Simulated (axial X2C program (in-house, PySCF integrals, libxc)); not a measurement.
**PmO: the levels of the configuration f4 s1**

Which Ω levels does PmO have in the configuration f4 s1, and how far apart?

Method: two-component X2C, average-of-configuration Hartree–Fock and CI in the open shells; program: an in-house X2C program for linear molecules on PySCF integrals.

All values are calculated.

### 1 Set-up

Contents of task.json:

```json
{"zs": [61, 8], "q": 0, "bas": ["dyall-v3z", "dyall-av3z"], "r0": 1.92, "metal": 0, "shells": [[3, [0, 1, 2, 3], 4], [0, [0], 1]], "fix": 0, "emax": 2.2, "nroots": 4}
```

Keys: zs atomic numbers; q charge; bas basis sets; r0 starting distance in Å; metal index of the metal atom; shells open shells as [l, |m| values, electrons]; fix electron count of the first shell held; emax energy window in eV; nroots roots for each Ω.

Launch:

```console
$ python soci.py task.json out
```

Two-component X2C with atomic mean-field Coulomb and Gaunt terms, basis Pm dyall-v3z, O dyall-av3z (cores contracted in-house). Orbitals come from Hartree–Fock averaged over the configuration Pm f4 s1; CI then distributes these electrons over the f, s shells of Pm.

### 2 CI at R = 1.791 Å

Output:

```text
average of configuration f4 s1
basis functions 237  fitting functions 1175
iter      average energy  largest gradient
   1     -10078.984796300   1.74e+01
   2     -10080.160040135   1.65e+01
   3     -10081.610869467   1.51e+01
   4     -10082.697476018   1.47e+01
   5     -10083.508122698   1.42e+01
   6     -10084.600618635   1.24e+01
   7     -10085.716893920   8.92e+00
   8     -10086.920166422   3.80e+00
   9     -10087.117896853   1.37e+00
  10     -10087.294551224   4.37e-01
  11     -10087.327077800   2.40e-01
  12     -10087.346569014   1.60e-01
  13     -10087.349259272   3.43e-02
  14     -10087.350662731   2.80e-02
  15     -10087.351344768   4.35e-02
  16     -10087.351588342   2.30e-02
  17     -10087.351686576   1.54e-02
  18     -10087.351715513   9.16e-03
  19     -10087.351723275   2.79e-03
  20     -10087.351725403   1.81e-03
  21     -10087.351725980   4.75e-04
  22     -10087.351726171   3.97e-04
  23     -10087.351726236   1.22e-04
  24     -10087.351726257   1.35e-04
  25     -10087.351726260   2.40e-05
  26     -10087.351726260   3.82e-05
  27     -10087.351726260   1.29e-05
converged
CI levels
2*Omega        energy/Eh    cm-1   g(par)  dipole/D  leading shell counts
    1    -10087.56236538        0   0.573   -3.790  {'4 1': 1.0}
    3    -10087.56229527       15   1.416   -3.776  {'4 1': 1.0}
    5    -10087.56212701       52   2.448   -3.790  {'4 1': 1.0}
    7    -10087.56052853      403   5.355   -3.780  {'4 1': 1.0}
    3    -10087.55957380      613   2.371   -3.789  {'4 1': 1.0}
    1    -10087.55949840      629   0.718   -3.779  {'4 1': 1.0}
    5    -10087.55935738      660   3.932   -3.787  {'4 1': 1.0}
    7    -10087.55755958     1055   4.447   -3.727  {'4 1': 1.0}
    9    -10087.55735022     1101   8.518   -3.768  {'4 1': 1.0}
    3    -10087.55405908     1823   3.006   -3.784  {'4 1': 1.0}
    5    -10087.55401099     1834   5.190   -3.792  {'4 1': 1.0}
    1    -10087.55396065     1845   0.959   -3.770  {'4 1': 1.0}
    7    -10087.55342469     1962   6.999   -3.777  {'4 1': 1.0}
    1    -10087.55313568     2026   0.829   -3.787  {'4 1': 1.0}
    3    -10087.55308254     2037   2.369   -3.776  {'4 1': 1.0}
    5    -10087.55299413     2057   3.632   -3.775  {'4 1': 1.0}
    7    -10087.55208575     2256   4.902   -3.746  {'4 1': 1.0}
    9    -10087.55193911     2288   8.833   -3.711  {'4 1': 1.0}
   11    -10087.55191821     2293  12.206   -3.768  {'4 1': 1.0}
    9    -10087.54982065     2753   7.544   -3.736  {'4 1': 1.0}
    9    -10087.54644633     3494   9.821   -3.740  {'4 1': 1.0}
   11    -10087.54534103     3736  12.442   -3.708  {'4 1': 1.0}
   13    -10087.54514755     3779  15.759   -3.762  {'4 1': 1.0}
   11    -10087.54173863     4527  11.433   -3.743  {'4 1': 1.0}
   11    -10087.53918912     5087  13.055   -3.737  {'4 1': 1.0}
   13    -10087.53804582     5338  15.769   -3.708  {'4 1': 1.0}
   15    -10087.53723611     5515  19.106   -3.741  {'4 1': 1.0}
   13    -10087.53272883     6504  14.991   -3.730  {'4 1': 1.0}
   13    -10087.53181681     6705  16.327   -3.762  {'4 1': 1.0}
   15    -10087.53029157     7039  18.822   -3.709  {'4 1': 1.0}
   17    -10087.52776467     7594  21.950   -3.639  {'4 1': 1.0}
   15    -10087.52233147     8786  17.953   -3.639  {'4 1': 1.0}
```

Dipoles in the output refer to the first atom as origin.

It took 2.6 s on 1 thread of Arm Neoverse V1, shared host; peak memory 0.42 GiB.

Active spinors (ω > 0; filled shells left out):

```csv
shell,ω,ε (eV),character
f,5/2,2.53,100% Pm f
f,3/2,2.64,99% Pm f
f,1/2,2.73,96% Pm f
f,7/2,2.89,100% Pm f
f,5/2,2.98,100% Pm f
f,3/2,3.08,98% Pm f
f,1/2,3.09,96% Pm f
s,1/2,-2.53,"71% Pm s, 16% Pm p, 6% O p"
```

The levels:

```csv
Ω,energy (cm⁻¹),g∥,μ (D),configuration
1/2,0,0.57,-3.79,100% f4 s1
3/2,15,1.42,-3.78,100% f4 s1
5/2,52,2.45,-3.79,100% f4 s1
7/2,403,5.36,-3.78,100% f4 s1
3/2,613,2.37,-3.79,100% f4 s1
1/2,629,0.72,-3.78,100% f4 s1
5/2,660,3.93,-3.79,100% f4 s1
7/2,1055,4.45,-3.73,100% f4 s1
9/2,1101,8.52,-3.77,100% f4 s1
3/2,1823,3.01,-3.78,100% f4 s1
5/2,1834,5.19,-3.79,100% f4 s1
1/2,1845,0.96,-3.77,100% f4 s1
7/2,1962,7.00,-3.78,100% f4 s1
1/2,2026,0.83,-3.79,100% f4 s1
3/2,2037,2.37,-3.78,100% f4 s1
5/2,2057,3.63,-3.77,100% f4 s1
7/2,2256,4.90,-3.75,100% f4 s1
9/2,2288,8.83,-3.71,100% f4 s1
11/2,2293,12.21,-3.77,100% f4 s1
9/2,2753,7.54,-3.74,100% f4 s1
```

g∥ is the magnitude of 2⟨Lz + ge Sz⟩ for the +Ω component. μ is positive if the O end is positive.

### 3 The same at R = 1.863 Å

```csv
Ω,energy (cm⁻¹),g∥,μ (D),configuration
1/2,0,0.62,-4.62,100% f4 s1
3/2,38,1.60,-4.61,100% f4 s1
5/2,113,2.64,-4.62,100% f4 s1
7/2,462,5.28,-4.61,100% f4 s1
1/2,646,0.71,-4.61,100% f4 s1
3/2,646,2.30,-4.62,100% f4 s1
5/2,713,3.89,-4.62,100% f4 s1
7/2,1079,4.49,-4.56,100% f4 s1
9/2,1157,8.43,-4.59,100% f4 s1
3/2,1854,3.03,-4.61,100% f4 s1
```

### 4 Curves along the bond

The same input was run at the other distances (logs left out). Energies in cm⁻¹ from the lowest point; levels are followed by energy order within each Ω.

```csv
R (Å),(1)Ω=1/2,(1)Ω=3/2,(1)Ω=5/2,(1)Ω=7/2,(2)Ω=3/2,(2)Ω=1/2,(2)Ω=5/2
1.666,3498,3434,3382,3736,4039,4090,4031
1.728,930,914,909,1261,1508,1542,1532
1.791,0,15,52,403,613,629,660
1.863,557,596,671,1020,1204,1203,1270
1.934,2402,2455,2557,2903,3075,3061,3156
2.015,5660,5723,5847,6187,6357,6332,6449
2.113,10729,10799,10938,11268,11448,11414,11548
```

Constants where the minimum is well bracketed:

```csv
level of the curve,Te (cm⁻¹),Re (Å),ωe (cm⁻¹)
(1)Ω=1/2,0,1.801,869.5
(1)Ω=3/2,19,1.800,868.0
(1)Ω=5/2,61,1.798,868.2
(1)Ω=7/2,411,1.798,868.0
(2)Ω=3/2,617,1.799,870.4
(2)Ω=1/2,632,1.800,869.8
(2)Ω=5/2,667,1.799,870.1
```

### 5 Results

```
                 quantity                           value
lowest level of the model  Ω = 1/2, g∥ = 0.57, 100% f4 s1
               next level         Ω = 3/2, 15 cm⁻¹ higher
  lowest curve, Re and ωe             1.801 Å, 869.5 cm⁻¹
```

In the lowest level ⟨Sz⟩ = -0.21 and ⟨Lz⟩ = 0.71; its leading determinant has weight 0.11 among 447. From 1.791 to 1.863 Å the gap from the lowest to the fifth level goes from 613 to 646 cm⁻¹. Without dynamic correlation distances can be off by several hundredths of an Å, and the wavenumbers are rough. Dynamic correlation is missing, so gaps between terms are too wide and other configurations may lie lower; the lowest level listed is that of this model, not necessarily the ground state. At most 4 roots were kept for each Ω > 0 (twice that for Ω = 0) within 2.2 eV of the lowest, so higher up levels can be missing between those listed; levels with Ω > 0 are doubly degenerate and listed once, Ω = 0 levels singly.
